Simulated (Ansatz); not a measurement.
# Li: stress in a strained cell

Aim: deform Li (equal xx and yy strain of +2 %) and compute stress, forces and field gradients with LAPW, PAW and all-electron datasets made for the crystal.

Program: Ansatz 0.2.0. Level of theory: DFT PBEsol, scalar-relativistic. These are calculated values, not measurements.

### Step 1. The structure to begin with

The structure is trigonal, space group R-3m (No. 166). Conventional cell: a = 3.101 Å, b = 3.101 Å, c = 22.765 Å, α = 90.00°, β = 90.00°, γ = 120.00°. Li (site symmetry -3m) is surrounded by 12 Li at 3.10 Å. Li (site symmetry 3m) is surrounded by 12 Li at 3.09 to 3.10 Å.

As a file:

```
CELL_PARAMETERS angstrom
1.55050 0.89518 7.58830
-1.55050 0.89518 7.58830
0.00000 -1.79036 7.58830
ATOMIC_POSITIONS crystal
Li 0.00000 0.00000 0.00000
Li 0.22200 0.22200 0.22200
Li 0.77800 0.77800 0.77800
```

Atoms are numbered in the order of the input: Li1, Li2, Li3.

### Step 2. The deformed structure

Space group R-3m before, R-3m after.

### Step 3. Full-potential LAPW

input.yaml

```yaml
crystal:
  lattice:
    - [1.581508945, 0.9130846151, 7.5883]
    - [-1.581508945, 0.9130846151, 7.5883]
    - [0.0, -1.8261692303, 7.5883]
  atoms:
    - { symbol: Li, position: [0.0, 0.0, 0.0] }
    - { symbol: Li, position: [0.222, 0.222, 0.222] }
    - { symbol: Li, position: [0.778, 0.778, 0.778] }
kpoints:
  mp_grid: { grid: [12, 12, 12] }
  band_path:
    path:
      - [0.0, 0.0, 0.0]
      - [0.5, 0.5, 0.5]
      - [0.823680789, 0.176319211, 0.5]
      - [0.5, -0.176319211, 0.176319211]
      - [0.5, 0.0, 0.0]
      - [0.0, 0.0, 0.0]
      - [0.3381596055, -0.3381596055, 0.0]
      - [0.6618403945, 0.0, 0.3381596055]
      - [0.5, 0.0, 0.5]
    npoints: 5
scf:
  occupations: { method: fermi_dirac, width: 0.05 }
hamiltonian:
  xc: pbesol
  pseudopotentials: { kind: all_electron, lapw: { basis_error: 0.001 } }
output:
  forces: true
  stress: true
  eigenvalues: true
```

Command:

```console
> ansatz run input.yaml --threads 1 --pin off --max-ram 6144MiB --backend cpu --events-out ev --progress --plain --runs-dir out
```

### Step 4. PAW on the default files

input.yaml

```yaml
crystal:
  lattice:
    - [1.581508945, 0.9130846151, 7.5883]
    - [-1.581508945, 0.9130846151, 7.5883]
    - [0.0, -1.8261692303, 7.5883]
  atoms:
    - { symbol: Li, position: [0.0, 0.0, 0.0] }
    - { symbol: Li, position: [0.222, 0.222, 0.222] }
    - { symbol: Li, position: [0.778, 0.778, 0.778] }
kpoints:
  mp_grid: { grid: [12, 12, 12] }
scf:
  occupations: { method: fermi_dirac, width: 0.05 }
hamiltonian:
  xc: pbesol
  pseudopotentials: { kind: paw }
output:
  forces: true
  stress: true
  eigenvalues: true
  efg: { contact_densities: true }
```

### Step 5. All-electron PAW on datasets made for the crystal

input.yaml, as its differences from that of step 4:

```diff
@@ -15,3 +15,3 @@
   xc: pbesol
-  pseudopotentials: { kind: paw }
+  pseudopotentials: { kind: all_electron, datasets: crystal }
 output:
```

(Steps that only read results are left out.)

**Question.** What will these runs give? Wanted: pressure; largest shear or deviatoric stress.

**Answer**, as computed:

```
                                 quantity                                              value
                                 pressure  LAPW -0.97, PAW -0.98, crystal datasets -0.98 GPa
largest shear or deviatoric stress (LAPW)                                           0.12 GPa
```

In words: The largest part of the stress beyond the pressure is 0.12 GPa in size, in the zz component; the atoms are carried along and not relaxed. No run of the undeformed cell stands beside it, so the pressure holds what the given cell had before the change. PAW: stress within 0.01 GPa of LAPW. Crystal datasets: stress within 0.01 GPa of LAPW.
